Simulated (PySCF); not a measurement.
# GeCl4: relaxation and vibrations of the singlet

Aim: relax GeCl4 as a singlet from a tetrahedral start, check by its vibrations whether the end is a minimum, and collect its spectrum and constants.

Computed with PySCF 2.14.0. Level: PBE, basis Ge def2-TZVP, Cl def2-TZVP, no relativity, density fitting.

## (1) The system as given

5 atoms, charge 0, spin multiplicity 1.

Bond lengths: Ge1–Cl2 2.200 Å, Ge1–Cl3 2.200 Å, Ge1–Cl4 2.200 Å, Ge1–Cl5 2.200 Å. Angles: Cl2–Ge1–Cl3 109.5°, Cl2–Ge1–Cl4 109.5°, Cl2–Ge1–Cl5 109.5°, Cl3–Ge1–Cl4 109.5°, Cl3–Ge1–Cl5 109.5°, Cl4–Ge1–Cl5 109.5°.

Coordinates in bohr (charge 0 multiplicity 1):
```
Ge    0.0000    0.0000    0.0000
Cl   -2.4000   -2.4004   -2.4004
Cl   -2.4000    2.4004    2.4004
Cl    2.4000   -2.4004    2.4004
Cl    2.4000    2.4004   -2.4004
```

## (2) First SCF at the start

The steps below are one call of a driver around PySCF. For each, scf.py gives the equivalent set-up of the SCF; relaxations use the driver's own optimiser. After this first run the driver tries any further starts and a stability analysis.

scf.py

```python
from pyscf import gto, scf, dft
mol = gto.M(atom='''
Ge     0.000000     0.000000     0.000000
Cl    -1.270000    -1.270250    -1.270250
Cl    -1.270000     1.270250     1.270250
Cl     1.270000    -1.270250     1.270250
Cl     1.270000     1.270250    -1.270250''',
    basis={'Ge': 'def2-TZVP', 'Cl': 'def2-TZVP'},
    charge=0, spin=0)
mf = dft.RKS(mol, xc='PBE')
mf.grids.atom_grid = (50, 194)
aux = {'Ge': 'def2-universal-JKFIT', 'Cl': 'def2-universal-JKFIT'}
mf = mf.density_fit(auxbasis=aux)
mf.conv_tol = 1e-08
mf.diis_space = 10
mf.max_cycle = 60
mf.init_guess = 'minao'
mf.verbose = 4
mf.kernel()
```

Command:

```sh
OMP_NUM_THREADS=4 python axn.py task.json out
```

Output:

```text
init E= -3916.6319876324
  HOMO = -0.333889282648035  LUMO = -0.141106575685541  gap/eV = 5.24588
cycle= 1 E= -3916.81442838092  delta_E= -0.182  |g|=  1.1  |ddm|= 2.19
  HOMO = -0.282645384985931  LUMO = -0.185710381068208  gap/eV = 2.63774
cycle= 2 E= -3916.26774172025  delta_E= 0.547  |g|= 2.09  |ddm|=    2
  HOMO = -0.293331485078116  LUMO = -0.138745402344735  gap/eV = 4.20650
cycle= 3 E= -3916.94919996904  delta_E= -0.681  |g|= 0.284  |ddm|= 1.55
  HOMO = -0.303320005390946  LUMO = -0.158776095976815  gap/eV = 3.93324
cycle= 4 E= -3916.9678033651  delta_E= -0.0186  |g|= 0.098  |ddm|= 0.291
  HOMO = -0.3026258193608  LUMO = -0.154894657502165  gap/eV = 4.01997
cycle= 5 E= -3916.97055873735  delta_E= -0.00276  |g|= 0.00262  |ddm|= 0.0803
  HOMO = -0.302170262354114  LUMO = -0.154477805024221  gap/eV = 4.01892
cycle= 6 E= -3916.97055933867  delta_E= -6.01e-07  |g|= 0.00132  |ddm|= 0.00333
  HOMO = -0.302312348671096  LUMO = -0.154603822969154  gap/eV = 4.01935
cycle= 7 E= -3916.97055967466  delta_E= -3.36e-07  |g|= 9.23e-05  |ddm|= 0.00125
  HOMO = -0.302310831112791  LUMO = -0.154606351963704  gap/eV = 4.01924
cycle= 8 E= -3916.97055967577  delta_E= -1.1e-09  |g|= 1.67e-05  |ddm|= 7.09e-05
  HOMO = -0.302309884589386  LUMO = -0.15460303121689  gap/eV = 4.01931
Extra cycle  E= -3916.97055967564  delta_E= 1.33e-10  |g|= 3.29e-05  |ddm|= 4.11e-05
converged SCF energy = -3916.97055967564
```

This step, with its further starts and checks, took 14 s on 4 threads of Arm Neoverse V2, shared host.

No lower closed-shell solution turned up in the test of internal stability.

## (3) Relaxation: tetrahedral start, singlet

The program finds Td symmetry in the start, which this walk keeps.

Changes to scf.py since step 2:

```diff
@@ -4,4 +4,4 @@
-Cl    -1.270000    -1.270250    -1.270250
-Cl    -1.270000     1.270250     1.270250
-Cl     1.270000    -1.270250     1.270250
-Cl     1.270000     1.270250    -1.270250''',
+Cl    -1.270167    -1.270167    -1.270167
+Cl    -1.270167     1.270167     1.270167
+Cl     1.270167    -1.270167     1.270167
+Cl     1.270167     1.270167    -1.270167''',
@@ -17 +16,0 @@
-mf.init_guess = 'minao'
```

The optimiser's trace:

```
step   energy (Eh)  change (kJ/mol)  largest symmetric gradient (Eh/bohr)
   0  -3916.970560             0.00                               0.01029
   1  -3916.974313            -9.85                               0.00348
   2  -3916.974727           -10.94                               0.00051
   3  -3916.974736           -10.96                               0.00003
```

The walk took 11 s.

Geometry (Å) and forces (eV/Å) at some steps:

```
step 0
Ge   0.000   0.000   0.000   0.000   0.000   0.000
Cl  -1.270  -1.270  -1.270   0.529   0.529   0.529
Cl  -1.270   1.270   1.270   0.529  -0.529  -0.529
Cl   1.270  -1.270   1.270  -0.529   0.529  -0.529
Cl   1.270   1.270  -1.270  -0.529  -0.529   0.529
step 1
Ge   0.000   0.000   0.000   0.000   0.000   0.000
Cl  -1.246  -1.246  -1.246   0.179   0.179   0.179
Cl  -1.246   1.246   1.246   0.179  -0.179  -0.179
Cl   1.246  -1.246   1.246  -0.179   0.179  -0.179
Cl   1.246   1.246  -1.246  -0.179  -0.179   0.179
step 2
Ge   0.000   0.000   0.000   0.000   0.000   0.000
Cl  -1.234  -1.234  -1.234  -0.026  -0.026  -0.026
Cl  -1.234   1.234   1.234  -0.026   0.026   0.026
Cl   1.234  -1.234   1.234   0.026  -0.026   0.026
Cl   1.234   1.234  -1.234   0.026   0.026  -0.026
step 3
Ge   0.000   0.000   0.000   0.000   0.000   0.000
Cl  -1.236  -1.236  -1.236   0.001   0.001   0.001
Cl  -1.236   1.236   1.236   0.001  -0.001  -0.001
Cl   1.236  -1.236   1.236  -0.001   0.001  -0.001
Cl   1.236   1.236  -1.236  -0.001  -0.001   0.001
```

After 3 steps and 11.0 kJ/mol it ends at Td: Ge–Cl 2.141 Å (×4); Cl–Ge–Cl 109.5° (×6).

## (4) Frequencies

On the finer grid the gradient is checked again; gradients at displacements of ±0.02 bohr then give force constants and infrared intensities.

Changes to scf.py since step 3:

```diff
@@ -3,5 +3,5 @@
-Ge     0.000000     0.000000     0.000000
-Cl    -1.270167    -1.270167    -1.270167
-Cl    -1.270167     1.270167     1.270167
-Cl     1.270167    -1.270167     1.270167
-Cl     1.270167     1.270167    -1.270167''',
+Ge    -0.000000     0.000000     0.000000
+Cl    -1.235713    -1.235713    -1.235713
+Cl    -1.235713     1.235713     1.235713
+Cl     1.235713    -1.235713     1.235713
+Cl     1.235713     1.235713    -1.235713''',
@@ -11 +11 @@
-mf.grids.atom_grid = (50, 194)
+mf.grids.atom_grid = (75, 302)
@@ -14 +14 @@
-mf.conv_tol = 1e-08
+mf.conv_tol = 1e-10
```

The driver hands on the density of the step before, so the log starts near convergence.

Log of the central SCF (cycles and frontier levels):

```text
init E= -3916.9744279901
  HOMO = -0.301620961025212  LUMO = -0.128881274808091  gap/eV = 4.70049
cycle= 1 E= -3916.97442799002  delta_E= 7.64e-11  |g|= 1.9e-05  |ddm|= 1.99e-05
  HOMO = -0.301620173038686  LUMO = -0.128878529620948  gap/eV = 4.70054
cycle= 2 E= -3916.97442798975  delta_E= 2.75e-10  |g|= 4.16e-05  |ddm|= 4.34e-05
  HOMO = -0.301620568079395  LUMO = -0.128880290796559  gap/eV = 4.70050
cycle= 3 E= -3916.97442799014  delta_E= -3.88e-10  |g|= 7.65e-07  |ddm|= 2.99e-05
  HOMO = -0.301620641253041  LUMO = -0.12888035300649  gap/eV = 4.70050
cycle= 4 E= -3916.97442799011  delta_E= 2.27e-11  |g|= 4.67e-08  |ddm|= 6.52e-07
  HOMO = -0.301620639999577  LUMO = -0.128880349013848  gap/eV = 4.70050
Extra cycle  E= -3916.97442799011  delta_E= -9.09e-13  |g|= 7.13e-08  |ddm|= 7.9e-08
converged SCF energy = -3916.97442799011
```

The whole step took 34 s.

Geometry: Td; Ge–Cl 2.140 Å (×4); Cl–Ge–Cl 109.5° (×6).

Harmonic modes (main isotopes):

| symmetry | ω (cm⁻¹) | IR (km/mol) | μ (u) |
| --- | --- | --- | --- |
| e | 117 | 0.0 | 34.97 |
| t2 | 161 | 21.3 | 40.51 |
| a1 | 374 | 0.0 | 34.97 |
| t2 | 437 | 242 | 44.15 |

All wavenumbers are real: a minimum.

Properties at this point:

```
Dipole moment                                                   : 0.00 D
Highest occupied level                                          : -8.21 eV
Lowest empty level                                              : -3.51 eV
Rotational constants                                            : 0.03946, 0.03946, 0.03946 cm⁻¹
Zero-point energy                                               : 14.4 kJ/mol
Principal polarisabilities                                      : 77.4, 77.4, 77.4 bohr³
Atomisation energy without zero-point energy                    : 1415 kJ/mol
Principal traceless quadrupole moments about the centre of mass : 0.00, 0.00, 0.00 D Å
Entropy at 298.15 K and 1 bar                                   : 352.4 J/(mol K)
Heat capacity Cp at 298.15 K                                    : 97.0 J/(mol K)
Enthalpy at 298.15 K above 0 K                                  : 21.58 kJ/mol
Rotational symmetry number                                      : 12
```

Populations by atom (charges in e):

```tsv
atom	Mulliken	Löwdin	polar tensor	Mayer order to Ge1
Ge1	0.83	-0.69	1.93	–
Cl2,3,4,5	-0.21	0.17	-0.48	1.08
```

Outer orbital energies (eV). occupied: -8.89, -8.89, -8.72, -8.72, -8.72, -8.21, -8.21, -8.21; empty: -3.51, -0.79, -0.79, -0.79.

Mulliken populations on Ge1: s 7.11, p 13.52, d 10.45, f 0.08.

## (5) Summary of results

```
                                 quantity                                     value
                                  minimum                               singlet, Td
                                 geometry  Ge–Cl 2.140 Å (×4); Cl–Ge–Cl 109.5° (×6)
                       wavenumbers (cm⁻¹)     117 (e), 161 (t2), 374 (a1), 437 (t2)
                            dipole moment                                    0.00 D
     highest occupied, lowest empty level                           -8.21, -3.51 eV
               polar-tensor charge of Ge1                                   +1.93 e
                        zero-point energy                               14.4 kJ/mol
                      entropy at 298.15 K                           352.4 J/(mol K)
atomisation energy (no zero-point energy)                               1415 kJ/mol
```

What this shows: The tetrahedral start keeps its Td symmetry and ends in a minimum. The strongest infrared band lies at 437 cm⁻¹ (t2, stretch). Ge1 has a polar-tensor charge of +1.9 e (a dipole derivative, not a static charge), yet symmetry cancels the bond dipoles. Other starts or spin states, not run here, may lie lower.

The search up to here took 59 s.
